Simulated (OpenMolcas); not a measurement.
# Dy²⁺: CASSCF and CASPT2 terms and fine-structure levels

Aim: the low terms and levels of Dy²⁺, with their order and spacing, then second-order correlation.

Method: state-averaged CASSCF and CASPT2, spin-orbit coupling by RASSI with atomic mean-field integrals. Code: OpenMolcas 26.06.

**1. The atom as given**

* Species: Dy²⁺ (dysprosium, Z = 66, 64 electrons)
* Basis: ANO-R3 [9s8p5d5f3g2h], 142 functions
* Scalar Hamiltonian: X2C, finite nucleus
* Inactive shells: 1s 2s 2p 3s 3p 3d 4s 4p 4d 5s 5p
* Active space: 10 electrons in 7 orbitals (4f)
* Some configurations of this space: 4f¹⁰
* Orbitals: optimised for each spin and parity, averaged over all roots

The outer shells:

4f10
```
4f [↑↓][↑↓][↑↓][↑ ][↑ ][↑ ][↑ ]
```

Each step is its own input file, run in one work folder so that later steps find the files of earlier ones. Labels, J, g values, rates, χT and fits are worked out afterwards by a script from the matrices that RASSI stores.

**2. GATEWAY and SEWARD: basis and integrals**

File a.inp:

```
&GATEWAY
Coord
1

Dy 0.0 0.0 0.0
Basis=ANO-R3
Group=XYZ
NoMove
AngMom=0.0 0.0 0.0
AMFI
&SEWARD
```

Started as:

```bash
> OMP_NUM_THREADS=1 MOLCAS_MEM=2252 MOLCAS_PROJECT=a pymolcas a.inp > a.log
```

**3. CASSCF: quintets of even parity, 35 roots**

File a.inp:

```
&RASSCF
FileOrb=start.orb
Symmetry=1
Spin=5
nActEl=10 0 0
Inactive=15 12
Ras2=0 7
CIRoot=35 35 1
SDav=35
CIMx=300
Iter=120 100
PrWF=0.3
OrbListing=Nothing
MaxOrb=0
Atom
>>> COPY $Project.JobIph JOB001
```

start.orb holds the contracted functions of the basis, ordered by shell, or the orbitals of the step before.

**4. Reference wave functions, triplets of even parity, 210 roots**

File a.inp:

```
&RASSCF
FileOrb=start.orb
Symmetry=1
Spin=3
nActEl=10 0 0
Inactive=15 12
Ras2=0 7
CIRoot=210 210 1
SDav=210
CIMx=300
Iter=120 100
PrWF=0.3
OrbListing=Nothing
MaxOrb=0
Atom
>>> COPY $Project.JobIph JOB002
```

**5. Reference wave functions, singlets of even parity, 196 roots**

File a.inp:

```
&RASSCF
FileOrb=start.orb
Symmetry=1
Spin=1
nActEl=10 0 0
Inactive=15 12
Ras2=0 7
CIRoot=196 196 1
SDav=196
CIMx=300
Iter=120 100
PrWF=0.3
OrbListing=Nothing
MaxOrb=0
Atom
LevShft=4.0
>>> COPY $Project.JobIph JOB003
```

**6. RASSI: spin-orbit coupling between the states**

File a.inp:

```
&RASSI
NrOfJobIphs=3 35 159 105
1 2 3 4 5 6 7 8 9 10 11 12 13 14 15 16 17 18 19 20 21 22 23 24 25 26 27
28 29 30 31 32 33 34 35
1 2 3 4 5 6 7 8 9 10 11 12 13 14 15 16 17 18 19 20 21 22 23 24 25 26 27
28 29 30 31 32 33 34 35 36 37 38 39 40 41 42 43 44 45 46 47 48 49 50 51
52 53 54 55 56 57 58 59 60 61 62 63 64 65 66 67 68 69 70 71 72 73 74 75
76 77 78 79 80 81 82 83 84 85 86 87 88 89 90 91 92 93 94 95 96 97 98 99
100 101 102 103 104 105 106 107 108 109 110 111 112 113 114 115 116 117
118 119 120 121 122 123 124 125 126 127 128 129 130 131 132 133 134 135
136 137 138 139 140 141 142 143 144 145 146 147 148 149 150 151 152 153
154 155 156 157 158 159
1 2 3 4 5 6 7 8 9 10 11 12 13 14 15 16 17 18 19 20 21 22 23 24 25 26 27
28 29 30 31 32 33 34 35 36 37 38 39 40 41 42 43 44 45 46 47 48 49 50 51
52 53 54 55 56 57 58 59 60 61 62 63 64 65 66 67 68 69 70 71 72 73 74 75
76 77 78 79 80 81 82 83 84 85 86 87 88 89 90 91 92 93 94 95 96 97 98 99
100 101 102 103 104 105
IphNames
JOB001
JOB002
JOB003
EJob
SpinOrbit
DIPRint=1.0
SOCoupling=1000.0
Subsets=2
Property=9
'ANGMOM' 1 'ANGMOM' 2 'ANGMOM' 3 'MLTPL  1' 1 'MLTPL  1' 2 'MLTPL  1' 3
'AMFI' 1 'AMFI' 2 'AMFI' 3
SOProperty=3
'ANGMOM' 1 'ANGMOM' 2 'ANGMOM' 3
```

**7. CASPT2: IPEA 0.25, imaginary shift 0.1 (closed shells correlated: 5s 5p)**

File a.inp:

```
>>> COPY JOB001 $Project.JobIph
&CASPT2
Multistate=35 1 2 3 4 5 6 7 8 9 10 11 12 13 14 15 16 17 18 19 20 21 22
23 24 25 26 27 28 29 30 31 32 33 34 35
Frozen=14 9
IPEA=0.25
Imaginary=0.1
MaxIter=60
WThr=0.0 0.3 0.05
PrWF=0.5
NoMix
>>> COPY JOB002 $Project.JobIph
&CASPT2
Multistate=159 1 2 3 4 5 6 7 8 9 10 11 12 13 14 15 16 17 18 19 20 21 22
23 24 25 26 27 28 29 30 31 32 33 34 35 36 37 38 39 40 41 42 43 44 45 46
47 48 49 50 51 52 53 54 55 56 57 58 59 60 61 62 63 64 65 66 67 68 69 70
71 72 73 74 75 76 77 78 79 80 81 82 83 84 85 86 87 88 89 90 91 92 93 94
95 96 97 98 99 100 101 102 103 104 105 106 107 108 109 110 111 112 113
114 115 116 117 118 119 120 121 122 123 124 125 126 127 128 129 130 131
132 133 134 135 136 137 138 139 140 141 142 143 144 145 146 147 148 149
150 151 152 153 154 155 156 157 158 159
NoMult
Frozen=14 9
IPEA=0.25
Imaginary=0.1
MaxIter=60
WThr=0.0 0.3 0.05
PrWF=0.5
NoMix
>>> COPY JOB003 $Project.JobIph
&CASPT2
Multistate=105 1 2 3 4 5 6 7 8 9 10 11 12 13 14 15 16 17 18 19 20 21 22
23 24 25 26 27 28 29 30 31 32 33 34 35 36 37 38 39 40 41 42 43 44 45 46
47 48 49 50 51 52 53 54 55 56 57 58 59 60 61 62 63 64 65 66 67 68 69 70
71 72 73 74 75 76 77 78 79 80 81 82 83 84 85 86 87 88 89 90 91 92 93 94
95 96 97 98 99 100 101 102 103 104 105
NoMult
Frozen=14 9
IPEA=0.25
Imaginary=0.1
MaxIter=60
WThr=0.0 0.3 0.05
PrWF=0.5
NoMix
```

(Steps that only read results are left out.)

Q: Predict the outcome of this session. Wanted: lowest level; first excited level; lowest level of another term; spin-orbit lowering of the lowest level; strongest of the lines computed, by gA.

The runs gave:

| quantity | value |
| --- | --- |
| method | SS-CASPT2, IPEA 0.25, imaginary shift 0.1 (closed shells correlated: 5s 5p) |
| lowest level | 4f¹⁰ ⁵I₈, 94 % of that term, g = 1.243 |
| ground level listed by NIST | 5I8 |
| first excited level | 4f¹⁰ ⁵I₇ at 4340 cm⁻¹ |
| lowest level of another term | 4f¹⁰ ⁵F₅ at 14250 cm⁻¹ |
| spin-orbit lowering of the lowest level | 6781 cm⁻¹ |
| strongest of the lines computed, by gA (one parity, so forbidden lines), at CASSCF energies | 4f¹⁰ ³K₈(1) → 4f¹⁰ ⁵I₈, 463.6 nm, A = 1.49e+01 s⁻¹ |

Cost and accuracy by method:

```tsv
method	time of its own steps	time with the reference	mean absolute difference from method B (cm-1)
A. CASSCF	7.7 min	7.7 min	3700
B. SS-CASPT2, IPEA 0.25, imaginary shift 0.1, +5s 5p	6.2 min	14 min	0
```

Times are of one thread on a shared host.

The multiplet ⁵I is inverted; its intervals divided by the larger J differ by 44 % of their mean, where Landé's rule for pure LS coupling makes them equal. Second-order correlation (method B) scales the levels of the lowest configuration above 5000 cm⁻¹ by 0.77 to 1.00. Only the configurations of the active space and the roots asked for are present. Not all states of the active space went into the spin-orbit step. CASPT2 does not keep the components of a term degenerate, and the means are used. High states of lower spin are left out of the spin-orbit mixing. Levels of other configurations are missing from the list.
